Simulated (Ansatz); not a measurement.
**C₂H₆AlFSi: a ladder of functionals and wavefunction methods**

Aim: compute C₂H₆AlFSi with functionals from several rungs and with coupled cluster. The yardstick is the atomisation energy at the CCSD(T) limit.

Program: Ansatz 0.2.0, Gaussian basis. Level of theory: functionals in def2-TZVPP, the program's frozen cores in correlated methods. These are calculated values, not measurements.

Levels to be run: PBE-D4, r2SCAN-D4, PBE0-D4, B3LYP-D4, ωB97X-V, ωB97M-V, B2PLYP; CCSD(T)/def2-TZVPP; MP2/def2-QZVPP; extrapolation to the limit.

**1. Structure used throughout**

All runs share one geometry, relaxed beforehand with PBE0-D4 in a triple-zeta def2 set.

SMILES `[F][Al]1[CH2][SiH2][CH2]1`, 11 atoms, charge 0, spin multiplicity 1.

Atoms are counted from 1 here; the program's logs count them from 0.

Bond lengths: F1–Al2 1.648 Å, Al2–C3 1.953 Å, Al2–C5 1.953 Å, C3–Si4 1.899 Å, C3–H6 1.093 Å, C3–H7 1.093 Å, Si4–C5 1.899 Å, Si4–H8 1.488 Å, Si4–H9 1.488 Å, C5–H10 1.093 Å, C5–H11 1.093 Å. Angles: F1–Al2–C3 133.4°, F1–Al2–C5 133.4°, C3–Al2–C5 93.3°, Al2–C3–Si4 85.0°, Al2–C3–H6 117.2°, Al2–C3–H7 116.8°, Si4–C3–H6 114.7°, Si4–C3–H7 114.5°, H6–C3–H7 107.6°, C3–Si4–C5 96.8°, C3–Si4–H8 112.5°, C3–Si4–H9 112.4°, C5–Si4–H8 112.5°, C5–Si4–H9 112.4°, H8–Si4–H9 109.8°, Al2–C5–Si4 85.0°, Al2–C5–H10 117.2°, Al2–C5–H11 116.8° and more.

**2. PBE-D4 (GGA)**

Input file in.yaml:

```yaml
crystal:
  periodic: [false, false, false]
  atoms:
    - {symbol: F, position_ang: [-2.892064, -0.974221, -0.575103]}
    - {symbol: Al, position_ang: [-1.356670, -0.458139, -0.268880]}
    - {symbol: C, position_ang: [-0.286182, -0.325377, 1.359395]}
    - {symbol: Si, position_ang: [1.071658, 0.342372, 0.212224]}
    - {symbol: C, position_ang: [0.071849, 0.246464, -1.399240]}
    - {symbol: H, position_ang: [-0.035802, -1.258727, 1.869595]}
    - {symbol: H, position_ang: [-0.628681, 0.383322, 2.117754]}
    - {symbol: H, position_ang: [1.471363, 1.735107, 0.552810]}
    - {symbol: H, position_ang: [2.273382, -0.535526, 0.186199]}
    - {symbol: H, position_ang: [0.486653, -0.424176, -2.155748]}
    - {symbol: H, position_ang: [-0.110105, 1.211803, -1.878506]}
basis:
  gaussian: {orbitals: def2-TZVPP}
hamiltonian: {xc: pbe, dispersion: d4}
output: {forces: true, orbitals: {seedname: orbitals}}
```

Run with:

```bash
$ ansatz run in.yaml --threads 4 --pin off --events-out ev --progress --plain --max-ram 10444MiB
```

Further steps of the session: r2SCAN-D4 (meta-GGA); PBE0-D4 (hybrid); B3LYP-D4 (hybrid); ωB97X-V (range-separated); ωB97M-V (range-separated); B2PLYP (double hybrid); CCSD(T) in def2-TZVPP; MP2 in def2-QZVPP.

Q: Predict the results of all the runs planned. Wanted: atomisation energy, CCSD(T)/CBS; farthest; mean size of error, hybrid; mean size of error, range-separated; gap, smallest and largest; T1 diagnostic; triples share of the correlation energy.

As calculated:

| quantity | value |
| --- | --- |
| atomisation energy, CCSD(T)/CBS | 4085.8 kJ/mol |
| functionals within 20.4 kJ/mol (0.5 %) | r2SCAN-D4, PBE0-D4, ωB97X-V, ωB97M-V |
| farthest | B2PLYP (-56.1 kJ/mol) |
| mean size of error, hybrid | 20.0 kJ/mol |
| mean size of error, range-separated | 7.2 kJ/mol |
| gap, smallest and largest | 4.81 eV (PBE-D4), 11.08 eV (ωB97X-V) |
| T1 diagnostic | 0.0122 |
| triples share of the correlation energy | 3.7 % |

PBE-D4 is off by +31.3 kJ/mol. Double hybrids carry the basis error of their MP2 part in triple zeta, and no dispersion term here, so their miss is partly the set-up's. Misses under about 20.4 kJ/mol are within the doubt on the reference itself, which lacks core-valence correlation, relativity and higher excitations. Hartree-Fock recovers 75 % of the binding; the rest is correlation. Orbital gaps span 4.8 to 11.1 eV; exact exchange widens them.
